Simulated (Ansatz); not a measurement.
# ClHO₂SW: small, medium and large basis sets

An exercise on one series of results from a longer session: the logs are not shown, and one member is left open.

Program: Ansatz 0.2.0, Gaussian basis. Level of theory: one geometry, several basis sets. These are calculated values, not measurements.

Levels to be run: PBE0-D4/def2-SVP; ωB97M-V/def2-SVP; PBE0-D4/def2-QZVPP; ωB97M-V/def2-QZVPP; the functionals' def2-TZVPP values are taken from earlier runs.

## The relaxed structure

An earlier PBE0-D4 in a triple-zeta def2 set relaxation fixed the geometry. W takes the def2 core potential; no spin-orbit term is included.

SMILES `[O]=[W]([OH])(=[S])[Cl]`, 6 atoms, charge 0, spin multiplicity 1.

Atoms are counted from 1 here; the program's logs count them from 0.

Bond lengths: O1–W2 1.692 Å, W2–O3 1.866 Å, W2–S4 2.126 Å, W2–Cl5 2.258 Å, O3–H6 0.961 Å. Angles: O1–W2–O3 108.0°, O1–W2–S4 108.8°, O1–W2–Cl5 109.0°, O3–W2–S4 110.0°, O3–W2–Cl5 111.6°, S4–W2–Cl5 109.4°, W2–O3–H6 125.0°.

Set-up of the first run:

Input file in.yaml:

```yaml
crystal:
  periodic: [false, false, false]
  atoms:
    - {symbol: O, position_ang: [-1.042897, -1.687038, -0.138138]}
    - {symbol: W, position_ang: [-0.069710, -0.309287, -0.274955]}
    - {symbol: O, position_ang: [-0.513535, 0.850387, 1.117513]}
    - {symbol: S, position_ang: [1.968443, -0.893127, -0.113147]}
    - {symbol: Cl, position_ang: [-0.420347, 0.642008, -2.293026]}
    - {symbol: H, position_ang: [0.120045, 1.332956, 1.655653]}
basis:
  gaussian: {orbitals: def2-SVP}
hamiltonian: {xc: pbe0, dispersion: d4}
output: {orbitals: {seedname: orbitals}}
```

Among the steps run: PBE0-D4 in def2-SVP; ωB97M-V in def2-SVP; PBE0-D4 in def2-QZVPP; ωB97M-V in def2-QZVPP.

One of the session's tables, all rows but one given; the rest of the session is left out.

It belongs to the step «Density functionals: the series». 

| functional | basis | HOMO (eV) | LUMO (eV) |
| --- | --- | --- | --- |
| PBE0-D4 | def2-SVP | -8.05 | -2.75 |
| PBE0-D4 | def2-TZVPP | -8.01 | -2.78 |
| PBE0-D4 | def2-QZVPP | ? | ? |
| ωB97M-V | def2-SVP | -10.11 | -0.66 |
| ωB97M-V | def2-TZVPP | -10.11 | -0.75 |
| ωB97M-V | def2-QZVPP | -10.13 | -0.82 |

**Question.** Estimate the row for PBE0-D4, def2-QZVPP.

The run gave: HOMO (eV): -8.02; LUMO (eV): -2.81. In the column «HOMO (eV)» it lies between PBE0-D4, def2-SVP (-8.05) and PBE0-D4, def2-TZVPP (-8.01).
